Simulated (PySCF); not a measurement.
# LiIn: from the state search to spectroscopic constants

One table from this session's results is given with a row withheld; the runs are named, their logs left out.

Method: Li def2-SVP, In def2-SVP with ECP28, scalar-relativistic core potentials; program: PySCF 2.14.0.

The first run:

Settings of the job:

- atoms: Li, In
- charge: 0
- basis: Li def2-SVP, In def2-SVP with ECP28
- Hamiltonian: scalar-relativistic core potentials
- basis functions: 35
- electrons treated: 24
- masses in u: 7.0160, 114.9039
- levels: PBE0, PBE, r²SCAN, BHandHLYP, TPSSh, M06-L, LC-ωPBE, HF, MP2, SCS-MP2, CCSD, CCSD(T)
- grid: 80 radial by 434 angular points
- occupations: held fixed by the projection of orbital angular momentum
- dissociation limit: Li + In, each in its ground configuration
- starting distance in angstrom: 2.675
- values of 2S to try: 0, 2

On the command line:

```console
$ OMP_NUM_THREADS=1 python dia.py task.json out
```

Among the steps run: Input; The PBE0 curve of the state that the search chose; Higher solutions at PBE0; PBE (GGA); r²SCAN; BHandHLYP; TPSSh (hybrid meta-GGA); M06-L (meta-GGA); LC-ωPBE (range-separated hybrid); RHF; MP2 and coupled cluster.

One of the session's tables, all rows but one given; the rest of the session is left out.

Energy (eV) from each level's lowest point:

```
R (Å)    RHF  RHF-MP2  RHF-SCS-MP2  RHF-CCSD  RHF-CCSD(T)
2.602  0.289    0.238        0.247       n/a          n/a
2.723  0.143    0.110        0.117     0.101        0.098
2.844  0.055    0.037        0.041     0.033        0.032
2.935      ?        ?            ?         ?            ?
3.026  0.001    0.000        0.000     0.000        0.000
3.117  0.000    0.006        0.004     0.006        0.006
3.238  0.019    0.032        0.027     0.030        0.030
3.389  0.067    0.086        0.078     0.080        0.078
3.571  0.148    0.172        0.159     0.156        0.151
3.813  0.284    0.309        0.289       n/a          n/a
```

Q: Estimate the row for R (Å) = 2.935 from the others.

Worked estimate for «RHF». A straight line through the neighbours (2.844, 0.055) and (3.026, 0.001) gives 0.055 + (0.001 − 0.055) × (2.935 − 2.844) / (3.026 − 2.844) = 0.028; a parabola fitted to 4 rows on both sides gives 0.017.

**Answer.** RHF: 0.018; RHF-MP2: 0.009; RHF-SCS-MP2: 0.011; RHF-CCSD: 0.008; RHF-CCSD(T): 0.007. In «RHF» the line misses by +0.010 and the parabola by -0.001.

State 2 has its PBE0 minimum 0.17 eV higher. The other levels ran on the lowest alone.
